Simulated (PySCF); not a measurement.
# WNF3 (SMILES [N]#[W]([F])([F])[F]): HF/def2-TZVP (core potential)

Aim: the vertical ionisation energy of WNF3 at HF/def2-TZVP (core potential), from 2 runs. 

The results are computed with PySCF 2.14.0.

## 1. The system as given

WNF3 has 5 atoms, charge 0, and is taken as a singlet. As SMILES, `[N]#[W]([F])([F])[F]`. Geometry: a GFN2-xTB relaxation, a rough one for these elements and not checked as a minimum.

Bond lengths: W1–N2 1.778 Å, W1–F3 1.869 Å, W1–F4 1.868 Å, W1–F5 1.869 Å. Angles: N2–W1–F3 114.3°, N2–W1–F4 103.6°, N2–W1–F5 114.3°, F3–W1–F4 84.1°, F3–W1–F5 131.4°, F4–W1–F5 84.0°.

## 2. The energy at HF/def2-TZVP (core potential)

run.py

```python
from pyscf import gto, scf

mol = gto.M(
    atom='''
W      0.176920    -0.304690     0.116800
N     -0.011440     0.019940     1.855180
F      1.725110     0.419320    -0.638830
F     -0.667190     1.151090    -0.695190
F     -1.223390    -1.285660    -0.637970
''',
    basis='def2-tzvp',
    charge=0,
    verbose=4,
    spin=0,
    ecp={'W': 'def2-svp'},
    max_memory=1860,
)

calc0 = scf.RHF(mol)
calc0.conv_tol = 1e-10
calc0.kernel()
if not calc0.converged:
    calc0 = calc0.newton().run(calc0.mo_coeff, calc0.mo_occ)

energy = calc0.e_tot
print('E(%s) = %.9f' % ('HF', energy))
```

The run is started by

```bash
OMP_NUM_THREADS=1 python run.py
```

The program printed:

```text
PySCF version 2.14.0

[INPUT] num. atoms = 5
[INPUT] num. electrons = 48
[INPUT] charge = 0
[INPUT] spin (= nelec alpha-beta = 2S) = 0
[INPUT] symmetry False subgroup None
[INPUT] Mole.unit = angstrom
[INPUT] Symbol           X                Y                Z      unit          X                Y                Z       unit  Magmom
[INPUT]  1 W      0.176920000000  -0.304690000000   0.116800000000 AA    0.334330345958  -0.575780652894   0.220720011349 Bohr   0.0
[INPUT]  2 N     -0.011440000000   0.019940000000   1.855180000000 AA   -0.021618466865   0.037681138924   3.505782111771 Bohr   0.0
[INPUT]  3 F      1.725110000000   0.419320000000  -0.638830000000 AA    3.259985434748   0.792399958553  -1.207213740156 Bohr   0.0
[INPUT]  4 F     -0.667190000000   1.151090000000  -0.695190000000 AA   -1.260806373049   2.175244844726  -1.313718704536 Bohr   0.0
[INPUT]  5 F     -1.223390000000  -1.285660000000  -0.637970000000 AA   -2.311872043532  -2.429545289308  -1.205588575689 Bohr   0.0

nuclear repulsion = 216.449866266036
number of shells = 58
number of NR pGTOs = 250
number of NR cGTOs = 164
basis = def2-tzvp
ecp = {'W': 'def2-svp'}

******** <class 'pyscf.scf.hf.RHF'> ********
method = RHF
initial guess = minao
damping factor = 0
level_shift factor = 0
DIIS = <class 'pyscf.scf.diis.CDIIS'>
diis_start_cycle = 1
diis_space = 8
diis_damp = 0
SCF conv_tol = 1e-10
SCF conv_tol_grad = None
SCF max_cycles = 50
direct_scf = True
direct_scf_tol = 1e-13
Set gradient conv threshold to 1e-05
Initial guess from minao.
init E= -397.726463475861
  HOMO = -0.443306142679559  LUMO = -0.186791235193152  gap/eV = 6.98013
cycle= 1 E= -418.874722527962  delta_E= -21.1  |g|= 1.71  |ddm|= 8.79
  HOMO = -0.415513766115994  LUMO = -0.253122529836379  gap/eV = 4.41889
cycle= 2 E= -418.041055825028  delta_E= 0.834  |g|= 2.55  |ddm|=  2.4
  HOMO = -0.462987583014474  LUMO = -0.0494947667741492  gap/eV = 11.25171
cycle= 3 E= -419.313397302126  delta_E= -1.27  |g|= 0.466  |ddm|= 1.55
  HOMO = -0.417159584069017  LUMO = -0.0534295969599832  gap/eV = 9.89760
cycle= 4 E= -419.353728059749  delta_E= -0.0403  |g|= 0.174  |ddm|= 0.312
  HOMO = -0.443805793994006  LUMO = -0.0516495188993389  gap/eV = 10.67112
cycle= 5 E= -419.360361981772  delta_E= -0.00663  |g|= 0.0308  |ddm|= 0.115
  HOMO = -0.442743386891687  LUMO = -0.0493847094942943  gap/eV = 10.70383
cycle= 6 E= -419.3616697033  delta_E= -0.00131  |g|= 0.0222  |ddm|= 0.0628
  HOMO = -0.444561673860491  LUMO = -0.0486875750881381  gap/eV = 10.77228
cycle= 7 E= -419.362313718196  delta_E= -0.000644  |g|= 0.0168  |ddm|= 0.0383
  HOMO = -0.447339503794142  LUMO = -0.047057928893679  gap/eV = 10.89222
cycle= 8 E= -419.363083411045  delta_E= -0.00077  |g|= 0.00855  |ddm|= 0.0723
  HOMO = -0.448631189124238  LUMO = -0.0459291587843538  gap/eV = 10.95808
cycle= 9 E= -419.363257757341  delta_E= -0.000174  |g|= 0.00355  |ddm|= 0.0377
  HOMO = -0.449104248705462  LUMO = -0.0457963369108647  gap/eV = 10.97457
cycle= 10 E= -419.363288695729  delta_E= -3.09e-05  |g|= 0.00161  |ddm|= 0.0157
  HOMO = -0.449072701136938  LUMO = -0.0458495149002154  gap/eV = 10.97226
cycle= 11 E= -419.363295150927  delta_E= -6.46e-06  |g|= 0.00073  |ddm|= 0.00705
  HOMO = -0.448992781142823  LUMO = -0.0457770695750526  gap/eV = 10.97206
cycle= 12 E= -419.363296165339  delta_E= -1.01e-06  |g|= 0.000496  |ddm|= 0.00273
  HOMO = -0.448989804485242  LUMO = -0.0458227161911537  gap/eV = 10.97074
cycle= 13 E= -419.36329642405  delta_E= -2.59e-07  |g|= 0.000244  |ddm|= 0.00119
  HOMO = -0.44898114026839  LUMO = -0.0458130006816582  gap/eV = 10.97076
cycle= 14 E= -419.363296490693  delta_E= -6.66e-08  |g|= 0.00014  |ddm|= 0.000615
  HOMO = -0.448965690265087  LUMO = -0.0458120360018448  gap/eV = 10.97037
cycle= 15 E= -419.363296517383  delta_E= -2.67e-08  |g|= 7.88e-05  |ddm|= 0.000351
  HOMO = -0.448967241561984  LUMO = -0.045811933704119  gap/eV = 10.97041
cycle= 16 E= -419.36329652729  delta_E= -9.91e-09  |g|= 4.92e-05  |ddm|= 0.000202
  HOMO = -0.448966368528804  LUMO = -0.0458138472297911  gap/eV = 10.97034
cycle= 17 E= -419.363296532342  delta_E= -5.05e-09  |g|= 3.05e-05  |ddm|= 0.000159
  HOMO = -0.448964015632121  LUMO = -0.0458147138921419  gap/eV = 10.97025
cycle= 18 E= -419.363296534563  delta_E= -2.22e-09  |g|= 1.65e-05  |ddm|= 0.000125
  HOMO = -0.448964167654612  LUMO = -0.0458152243066436  gap/eV = 10.97024
cycle= 19 E= -419.363296535094  delta_E= -5.31e-10  |g|= 8.99e-06  |ddm|= 6.26e-05
  HOMO = -0.448963720404658  LUMO = -0.0458160796252258  gap/eV = 10.97021
cycle= 20 E= -419.363296535249  delta_E= -1.55e-10  |g|= 4.81e-06  |ddm|= 3.41e-05
  HOMO = -0.448963698041751  LUMO = -0.0458163680695804  gap/eV = 10.97020
cycle= 21 E= -419.363296535299  delta_E= -4.99e-11  |g|= 2.65e-06  |ddm|= 1.67e-05
  HOMO = -0.448963724947415  LUMO = -0.0458166026548952  gap/eV = 10.97019
Extra cycle  E= -419.363296535307  delta_E= -8.41e-12  |g|= 2.25e-06  |ddm|= 3.86e-06
converged SCF energy = -419.363296535307
E(HF) = -419.363296535
```

Run time: 15 s. Hardware: 1 thread of Arm Neoverse V1, shared host; peak memory 0.79 GiB.

## 3. The doublet cation at the same level

run.py

```python
from pyscf import gto, scf

system = gto.M(
    atom='''
W        0.176920      -0.304690       0.116800
N       -0.011440       0.019940       1.855180
F        1.725110       0.419320      -0.638830
F       -0.667190       1.151090      -0.695190
F       -1.223390      -1.285660      -0.637970
''',
    charge=1,
    verbose=3,
    max_memory=1860,
    spin=1,
    ecp={'W': 'def2-svp'},
    basis='def2-tzvp',
)

mf = scf.UHF(system)
mf.conv_tol = 1e-10
mf.kernel()
if not mf.converged:
    mf = mf.newton().run(mf.mo_coeff, mf.mo_occ)

e_tot = mf.e_tot
print('Final energy', e_tot)
```

The run is started by

```bash
OMP_NUM_THREADS=1 python run.py
```

The program printed:

```text
SCF not converged.
SCF energy = -418.973334471739 after 50 cycles  <S^2> = 0.82606807  2S+1 = 2.074674
converged SCF energy = -418.97333786211  <S^2> = 0.82902455  2S+1 = 2.0775221
Final energy -418.97333786211027
```

It took 1.7 min on 1 thread of Arm Neoverse V1, shared host; peak memory 0.81 GiB.

## 4. Outcome

At HF/def2-TZVP (core potential):

```
                                          quantity          value
                        singlet WNF3: total energy  -419.36330 Eh
                       singlet WNF3: dipole moment         4.35 D
                         singlet WNF3: HOMO energy      -12.22 eV
                         singlet WNF3: LUMO energy       -1.25 eV
                       singlet WNF3: HOMO–LUMO gap       10.97 eV
                      doublet cation: total energy  -418.97334 Eh
doublet cation: HOMO energy (highest over α and β)      -19.70 eV
 doublet cation: LUMO energy (lowest over α and β)       -8.95 eV
                              doublet cation: ⟨S²⟩          0.829
vertical ionisation energy (to the doublet cation)      10.611 eV
```

In words: Removing an electron at fixed nuclei costs 10.61 eV (245 kcal/mol). −ε(HOMO) before ionisation, 12.22 eV, is 1.61 eV above this ionisation energy. Mulliken charges (singlet WNF3) run from -0.49 on F5 to +1.88 on W1.
